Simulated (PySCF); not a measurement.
**C4H8OSSi: electronic excitations**

Wanted: the electronic excitations of C4H8OSSi (`C=CO[SiH2]SC=C`), by calculation.

Computed with PySCF 2.14.0, with density-fitted response routines of our own, on a single molecule in the gas phase. Atoms are numbered from 0 throughout.

## (1) Starting geometry

15 atoms, charge 0, multiplicity 1; geometry from: GFN2-xTB.

Bonds of the start (Å): C0–C1 1.32, C1–O2 1.34, O2–Si3 1.62, Si3–S4 2.14, S4–C5 1.75, C5–C6 1.32, C0–H7 1.07, C0–H8 1.08, C1–H9 1.08, Si3–H10 1.46, Si3–H11 1.46, C5–H12 1.08, C6–H13 1.08, C6–H14 1.07.

## (2) TDDFT and polarisability: PBE0/def2-SVPD

What the job is given:

```
{"job": {"kind": "uv", "xc": "PBE0", "basis": "def2-SVPD", "nstates": 8, "ntriplets": 3}, "charge": 0, "multiplicity": 1}
C      3.180971    -0.883454    -0.145808
C      2.592808    -0.129031    -1.054168
O      1.301013     0.241345    -1.058618
Si     0.086156    -0.108292    -0.049649
S     -1.463797     0.998314    -1.019469
C     -2.893627     0.693299    -0.058042
C     -3.009446    -0.046601     1.031013
H      4.222442    -1.129056    -0.225509
H      2.638395    -1.273218     0.696714
H      3.123658     0.271977    -1.909146
H      0.325136     0.403513     1.296901
H     -0.219644    -1.536164    -0.041398
H     -3.743132     1.211619    -0.476639
H     -3.962717    -0.143728     1.521081
H     -2.182629    -0.573843     1.470826
```

Level: TDDFT PBE0/def2-SVPD, vertical, gas phase, core orbitals frozen in the response.

The run is started by

```console
$ OMP_NUM_THREADS=1 python probes_run.py task.json out
```

This one command runs all jobs of the session in turn.

What will the session give for the following? lowest singlet (PBE0/def2-SVPD); brightest single state of those computed; lowest triplet. Wanted: lowest singlet; brightest single state of those computed; lowest triplet.

**Answer**, as computed:

```
                                quantity                        value
         lowest singlet (PBE0/def2-SVPD)  5.06 eV (245 nm), f = 0.000
brightest single state of those computed  state 2, 5.77 eV, f = 0.234
                          lowest triplet                      3.91 eV
```

In words: The first singlet state (HOMO→LUMO 0.97) lies at 5.06 eV and is dark; of the 8 states computed, the strongest absorption comes from state 2 at 5.77 eV. The lowest triplet lies 1.16 eV below the lowest singlet (triplets in Tamm-Dancoff, singlets in full TDDFT).
